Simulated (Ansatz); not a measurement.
# AlClH3OSb: one species, many methods

An exercise on one series of results from a longer session: the logs are not shown, and one member is left open.

The runs use Ansatz 0.2.0, Gaussian basis; functionals in def2-TZVPP, the program's frozen cores in correlated methods.

Levels to be run: LDA (SPW92), PBE-D4, revPBE-D4, BLYP-D4, r2SCAN-D4, B97M-V, PBE0-D4, B3LYP-D4, r2SCANh-D4, r2SCAN0-D4, HSE06-D4, BHLYP-D4, CAM-B3LYP-D4, LC-ωPBE, ωB97X-V, ωB97M-V, B2PLYP, PBE-QIDH; CCSD(T)/def2-SVP; CCSD(T)/def2-TZVPP; MP2/def2-QZVPP; extrapolation to the limit; RPA on PBE.

**The relaxed structure**

An earlier PBE0-D4 in a triple-zeta def2 set relaxation fixed the geometry. Sb takes the def2 core potential; no spin-orbit term is included.

SMILES `[OH][AlH][SbH][Cl]`, 7 atoms, charge 0, spin multiplicity 1.

Atoms are counted from 1 here; the program's logs count them from 0.

Bond lengths: O1–Al2 1.690 Å, O1–H5 0.960 Å, Al2–Sb3 2.680 Å, Al2–H6 1.580 Å, Sb3–Cl4 2.388 Å, Sb3–H7 1.717 Å. Angles: Al2–O1–H5 119.2°, O1–Al2–Sb3 115.1°, O1–Al2–H6 118.9°, Sb3–Al2–H6 126.0°, Al2–Sb3–Cl4 89.1°, Al2–Sb3–H7 86.6°, Cl4–Sb3–H7 94.0°.

The first run:

File in.yaml:

```yaml
crystal:
  periodic: [false, false, false]
  atoms:
    - {symbol: O, position_ang: [-1.090138, 1.314111, -0.644217]}
    - {symbol: Al, position_ang: [-0.011858, 0.939711, 0.602734]}
    - {symbol: Sb, position_ang: [0.590841, -1.660265, 0.843577]}
    - {symbol: Cl, position_ang: [-0.618895, -2.090459, -1.170095]}
    - {symbol: H, position_ang: [-1.395380, 0.613387, -1.224870]}
    - {symbol: H, position_ang: [0.530053, 2.106482, 1.519210]}
    - {symbol: H, position_ang: [2.056477, -1.290967, 0.027963]}
basis:
  gaussian: {orbitals: def2-TZVPP}
hamiltonian: {xc: lda}
output: {orbitals: {seedname: orbitals}}
```

On the command line:

```console
> ansatz run in.yaml --threads 2 --pin off --events-out ev --progress --plain --max-ram 4352MiB
```

Steps of the session up to this table: LDA; PBE-D4 (GGA); revPBE-D4 (GGA); BLYP-D4 (GGA); r2SCAN-D4 (meta-GGA); B97M-V (meta-GGA); PBE0-D4 (hybrid); B3LYP-D4 (hybrid); r2SCANh-D4 (hybrid); r2SCAN0-D4 (hybrid); HSE06-D4 (hybrid); BHLYP-D4 (hybrid); CAM-B3LYP-D4 (range-separated); LC-ωPBE (range-separated); ωB97X-V (range-separated); ωB97M-V (range-separated); B2PLYP (double hybrid); PBE-QIDH (double hybrid).

One table of the session follows, with a row left open; its other results are not shown here.

It belongs to the step «Frontier levels by functional». 

```
  functional  HOMO (eV)  LUMO (eV)  gap (eV)
 LDA (SPW92)      -6.10      -3.04      3.06
      PBE-D4      -5.96      -2.80      3.16
   revPBE-D4      -5.90      -2.70      3.20
     BLYP-D4      -5.80      -2.67      3.13
   r2SCAN-D4      -6.21      -2.64      3.57
      B97M-V      -6.22      -2.62      3.60
     PBE0-D4      -6.99      -2.04      4.95
    B3LYP-D4      -6.79      -2.23      4.56
  r2SCANh-D4      -6.58      -2.36      4.22
  r2SCAN0-D4      -7.14      -1.95      5.19
    HSE06-D4      -6.60      -2.41      4.19
    BHLYP-D4      -7.87      -1.19      6.68
CAM-B3LYP-D4          ?          ?         ?
     LC-ωPBE      -9.40       0.05      9.45
     ωB97X-V      -9.10      -0.05      9.05
     ωB97M-V      -8.92      -0.22      8.69
```

Q: Estimate the row for CAM-B3LYP-D4 from the others.

The run gave: HOMO (eV): -8.16; LUMO (eV): -1.04; gap (eV): 7.13. In the column «HOMO (eV)» it lies between ωB97M-V (-8.92) and BHLYP-D4 (-7.87).
